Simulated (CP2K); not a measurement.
Wanted: the native input for a CP2K 2026.2 run.

- Task: relaxation of cell and atoms
- Functional: PBEsol
- Potentials or basis: POTENTIAL_UZH Hf GTH-PBE-q12, Ge GTH-PBE-q4; DZVP-MOLOPT-PBE-GTH basis
- Density cutoff: 6123 eV
- k mesh: 6 × 6 × 6
- Occupations: fermi-dirac, width 0.05 eV
- Spin: no spin polarisation
- Target pressure: 30 GPa
- SCF solver: diagonalisation with k points
- Quickstep method: GPW
- EPS_DEFAULT: 1.0E-9
- EPS_SCF: 1.0E-6
- MAX_SCF: 100
- SCF_GUESS: ATOMIC
- Mesh centred on Gamma: yes
- CHOLESKY: OFF
- EPS_EIGVAL: 1.0E-7
- MIXING METHOD: BROYDEN_MIXING
- MIXING ALPHA: 0.4
- NBUFFER: 8
- NGRIDS: 5
- EXTRAPOLATION: USE_PREV_P
- Basis sets: Hf DZVP-MOLOPT-PBE-GTH-q12, Ge DZVP-MOLOPT-PBE-GTH-q4
- Potentials: Hf GTH-PBE-q12 of POTENTIAL_UZH, Ge GTH-PBE-q4 of POTENTIAL_UZH
- ADDED_MOS: [13]
- Optimiser: BFGS
- Most steps: 40
- KEEP_SPACE_GROUP: yes
- Force threshold (eV/A): 0.02 eV/Å
- PRESSURE_TOLERANCE (bar): 500 bar
- Target pressure (GPa): 30 GPa
- REL_CUTOFF (Ry): 60 Ry
- MIXING BETA (1/bohr): 1.5 1/bohr
- CUTOFF of the grids: 450 Ry

Crystal: HfGe.

```
CELL_PARAMETERS angstrom
3.50084 0.00000 0.00000
0.00000 3.50084 0.00000
0.00000 0.00000 3.50084
ATOMIC_POSITIONS crystal
Hf 0.00000 0.00000 0.00000
Ge 0.50000 0.50000 0.50000
```

The cell was built by a generator and needn't be a form met in nature.

These files were run (other wordings do the same):

hfge_vcrelax.inp

```
&GLOBAL
  PROJECT hfge_vcrelax
  RUN_TYPE CELL_OPT
  PRINT_LEVEL LOW
&END GLOBAL
&FORCE_EVAL
  METHOD QS
  STRESS_TENSOR ANALYTICAL
  &DFT
    BASIS_SET_FILE_NAME BASIS_MOLOPT_UZH
    POTENTIAL_FILE_NAME POTENTIAL_UZH
    &MGRID
      CUTOFF 450
      REL_CUTOFF 60
      NGRIDS 5
    &END MGRID
    &QS
      METHOD GPW
      EPS_DEFAULT 1.0E-9
      EXTRAPOLATION USE_PREV_P
    &END QS
    &KPOINTS
      SCHEME MONKHORST-PACK 6 6 6
      GAMMA_CENTERED T
    &END KPOINTS
    &SCF
      SCF_GUESS ATOMIC
      EPS_SCF 1.0E-6
      MAX_SCF 100
      ADDED_MOS 13
      CHOLESKY OFF
      EPS_EIGVAL 1.0E-7
      &DIAGONALIZATION ON
        ALGORITHM STANDARD
      &END DIAGONALIZATION
      &MIXING ON
        METHOD BROYDEN_MIXING
        ALPHA 0.4
        BETA 1.5
        NBUFFER 8
      &END MIXING
      &SMEAR ON
        METHOD FERMI_DIRAC
        ELECTRONIC_TEMPERATURE [K] 580.226
      &END SMEAR
    &END SCF
    &XC
      &XC_FUNCTIONAL
        &GGA_X_PBE_SOL
        &END GGA_X_PBE_SOL
        &GGA_C_PBE_SOL
        &END GGA_C_PBE_SOL
      &END XC_FUNCTIONAL
    &END XC
    &PRINT
      &KPOINTS ON
      &END KPOINTS
      &MULLIKEN ON
        &EACH
          CELL_OPT 0
        &END EACH
        ADD_LAST NUMERIC
      &END MULLIKEN
      &MO ON
        ENERGIES T
        OCCUPATION_NUMBERS T
        &EACH
          QS_SCF 0
          CELL_OPT 0
        &END EACH
        ADD_LAST NUMERIC
      &END MO
    &END PRINT
  &END DFT
  &SUBSYS
    &CELL
      ABC 3.5008378700 3.5008378700 3.5008378700
      ALPHA_BETA_GAMMA 90.0000000000 90.0000000000 90.0000000000
      PERIODIC XYZ
    &END CELL
    &COORD
      Hf  0.0000000000 0.0000000000 0.0000000000
      Ge  1.7504189350 1.7504189350 1.7504189350
    &END COORD
    &KIND Hf
      BASIS_SET DZVP-MOLOPT-PBE-GTH-q12
      POTENTIAL GTH-PBE-q12
    &END KIND
    &KIND Ge
      BASIS_SET DZVP-MOLOPT-PBE-GTH-q4
      POTENTIAL GTH-PBE-q4
    &END KIND
    &PRINT
      &ATOMIC_COORDINATES ON
      &END ATOMIC_COORDINATES
      &CELL ON
      &END CELL
    &END PRINT
  &END SUBSYS
  &PRINT
    &FORCES ON
    &END FORCES
    &STRESS_TENSOR ON
    &END STRESS_TENSOR
  &END PRINT
&END FORCE_EVAL
&MOTION
  &CELL_OPT
    OPTIMIZER BFGS
    MAX_ITER 40
    MAX_FORCE [eV*angstrom^-1] 0.02
    RMS_FORCE [eV*angstrom^-1] 0.02
    MAX_DR 1.0E-2
    RMS_DR 1.0E-2
    EXTERNAL_PRESSURE [bar] 300000.0
    PRESSURE_TOLERANCE [bar] 500
    KEEP_SPACE_GROUP T
  &END CELL_OPT
  &PRINT
    &TRAJECTORY ON
    &END TRAJECTORY
    &CELL ON
    &END CELL
    &FORCES ON
    &END FORCES
    &STRESS ON
    &END STRESS
    &RESTART OFF
    &END RESTART
    &RESTART_HISTORY OFF
    &END RESTART_HISTORY
  &END PRINT
&END MOTION
```

Potentials or basis: POTENTIAL_UZH Hf GTH-PBE-q12, Ge GTH-PBE-q4; DZVP-MOLOPT-PBE-GTH basis.

Run with:

```console
$ OMP_NUM_THREADS=1 cp2k.psmp -i hfge_vcrelax.inp -o hfge_vcrelax.out
```

It gave:

```
Relaxed volume                                         : 15.51 Å³/atom
Relaxed cell                                           : a = 3.142 Å, b = 3.142 Å, c = 3.142 Å, α = 90.00°, β = 90.00°, γ = 90.00°
Space group after relaxing (to 0.05 Å)                 : Pm-3m (No. 221)
Energy change on relaxing (the enthalpy is what falls) : +79.1 meV/atom
Ionic steps                                            : 7
Pressure after relaxing                                : 30.0 GPa
Band gap on the k mesh                                 : none (metal or under the smearing width)
Mulliken charges                                       : Hf -0.65; Ge +0.65 e
```

Caveat: Mulliken charges move with the basis; the volume moved by over 15 % at a fixed basis, so the end points are rough; the potentials were made for another functional, which shifts forces and pressure; the basis of atomic orbitals isn't converged, which shifts pressures, moduli and gaps.

It took 110 s on 1 thread of Arm Neoverse V1, on a shared host, peak memory 0.27 GiB.
